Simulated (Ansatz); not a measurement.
# H2Br (doublet): from Hartree-Fock to the top rungs at distance H1–H2 along a hydrogen transfer = 1.061 Å, 6-31G

How much of the correlation energy of H2Br (doublet) does each wave-function method recover here?

Computed with Ansatz 0.2.0, Gaussian basis. Level: 6-31G, core rule «outside noble gas», up to 14 orbitals frozen.

The runs, in order: UHF; CCSD(T) on ROHF; CCSD(T) on UHF; BCCD(T) on ROHF; CISD; CCSDT(Q) on ROHF; CCSDT(Q) on UHF; CASSCF and MRCISD+Q, 3 electrons in 3 orbitals; CASSCF and NEVPT2, 3 electrons in 3 orbitals; CASSCF and MRCISD+Q, 9 electrons in 6 orbitals; CASSCF and NEVPT2, 9 electrons in 6 orbitals; Full CI.

7 further runs of the same task are left out: 6 that didn't finish, 1 set aside as unsound or not needed.

**1. The system**

The geometry derives from fragments relaxed apart (PBE0/def2-TZVP) and kept rigid, so it is no stationary point. A hydrogen atom is moved between rigid fragments. No spin-orbit coupling is included. The filled d shell of Br may be among the frozen orbitals whatever the setting's name suggests; the logs give the count.

3 atoms, charge 0, spin multiplicity 2.

Atoms are counted from 1 here; the program's logs count them from 0.

Bond lengths: H2–Br3 1.530 Å.

Coordinates:

```xyz
3
BrH2
H     0.00000    0.00000   -1.21733
H     0.00000    0.00000   -0.15633
Br    0.00000    0.00000    1.37367
```

**2. UHF**

The input, in.yaml:

```yaml
crystal:
  periodic: [false, false, false]
  atoms:
    - {symbol: H, position_ang: [0.000000, 0.000000, -1.217333]}
    - {symbol: H, position_ang: [0.000000, 0.000000, -0.156333]}
    - {symbol: Br, position_ang: [0.000000, 0.000000, 1.373667]}
basis:
  gaussian: {orbitals: 6-31G}
magnetization: {spin_polarized: true, initial_magnetization: 1}
hamiltonian: {xc: hf}
output: {orbitals: {seedname: orbitals}}
```

Command:

```bash
> ansatz run in.yaml --threads 1 --pin off --events-out ev --progress --plain --max-ram 2393MiB
```

Further steps of the session: CCSD(T) on ROHF; CCSD(T) on UHF; BCCD(T) on ROHF; CISD; CCSDT(Q) on ROHF; CCSDT(Q) on UHF; CASSCF and MRCISD+Q, 3 electrons in 3 orbitals; CASSCF and NEVPT2, 3 electrons in 3 orbitals; CASSCF and MRCISD+Q, 9 electrons in 6 orbitals; CASSCF and NEVPT2, 9 electrons in 6 orbitals; Full CI.

Before running them: what should the planned runs give, taken together? Wanted: FCI below the RHF energy; RMP2 from FCI; UMP2 from FCI; RCCSD from FCI; RCCSD(T) from FCI; UCCSD(T) from FCI; RCCSDT(Q) from FCI; UCCSDT(Q) from FCI; NEVPT2 pair from FCI.

The runs gave:

```
                         quantity                                                                                                                                          value
         FCI below the RHF energy                                                                                                                                     -1.9007 eV
                    RMP2 from FCI                                                                                                                                     +407.7 meV
                    UMP2 from FCI                                                                                                                                     +395.3 meV
                   RCCSD from FCI                                                                                                                                      +25.2 meV
                RCCSD(T) from FCI                                                                                                                                       +5.2 meV
                UCCSD(T) from FCI                                                                                                                                       +4.6 meV
               RCCSDT(Q) from FCI                                                                                                                                       +0.1 meV
               UCCSDT(Q) from FCI                                                                                                                                       -0.1 meV
             NEVPT2 pair from FCI                                                                                                                                     +178.0 meV
           MRCISD+Q pair from FCI                                                                                                                                      +14.4 meV
          NEVPT2 valence from FCI                                                                                                                                     +263.9 meV
levels within 1 kcal/mol (43 meV)  RCCSD, UCCSD, RCCSD(T), UCCSD(T), BCCD(T), RCCSDT, UCCSDT, RCCSDT(Q), UCCSDT(Q), MRCISD pair, MRCISD+Q pair, MRCISD valence, MRCISD+Q valence
                    T1 diagnostic                                                                                                                                          0.028
   effectively unpaired electrons                                                                                                                                           1.02
```

What this shows: RCCSD(T) misses by +5.2 meV, 0.3 % of the correlation energy. One determinant dominates. Of the multireference levels listed MRCISD+Q valence comes nearest in total energy (+13.1 meV), which doesn't show that its space is the better one. These misses are within one basis, not against nature; the frozen cores of restricted and unrestricted runs differ, which can shift their rows.
